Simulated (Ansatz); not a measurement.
Consider vertical spin-state energies of CuH (the Ansatz DFT code, driven from Python).

Script `cuh.py`:
```python
"""Gap between spin states of CuH at one geometry."""

import ansatz as az

geometry_ang = [
    ("Cu", [0.0, 0.0, 0.0]),
    ("H", [0.0, 0.0, 1.455]),
]
molecule = az.Crystal.molecule()
for symbol, xyz in geometry_ang:
    molecule = molecule.atom(symbol, xyz)

setup = (
    molecule.calculation()
    .basis(gaussian="def2-SVPD")
    .correlation("ccsd_t")
)
found = {}
for unpaired in [0, 2]:
    rep = setup.spin("collinear", total=unpaired).run(threads=1).report
    s = unpaired / 2
    found[unpaired] = rep["free_energy_ev"]
    print(f"2S+1 = {unpaired + 1}: E = {found[unpaired]:.5f} eV, <S^2> = {abs(rep['mean_field']['state']['spin_squared']):.3f} (pure state {s * (s + 1):.2f})")
lowest = min(found, key=found.get)
for unpaired, e in found.items():
    print(f"multiplicity {unpaired + 1}: {23.060548 * (e - found[lowest]):.1f} kcal/mol above the lowest")
```

Which spin state is lowest at this geometry, and how far above lie the others?

In order: multiplicity 1 (+0.00 eV) and multiplicity 3 (+2.23 eV), all at the one geometry.

The output:

```console
$ python cuh.py
2S+1 = 1: E = -44616.53978 eV, <S^2> = 0.000 (pure state 0.00)
2S+1 = 3: E = -44614.30636 eV, <S^2> = 2.004 (pure state 2.00)
multiplicity 1: 0.0 kcal/mol above the lowest
multiplicity 3: 51.5 kcal/mol above the lowest
```

Reading the output:
- Total energies depend on the basis set; only differences at equal settings carry meaning.
- The geometry is a force-field or estimated start, not a minimum of this method, and the basis set is short of its limit. All parts are taken at fixed geometry, without zero-point energy.
- S² is that of the Hartree-Fock reference.
- Run time: 18 s on 1 thread of Intel(R) Xeon(R) Processor @ 2.30GHz, on a shared host, peak memory 0.23 GiB.
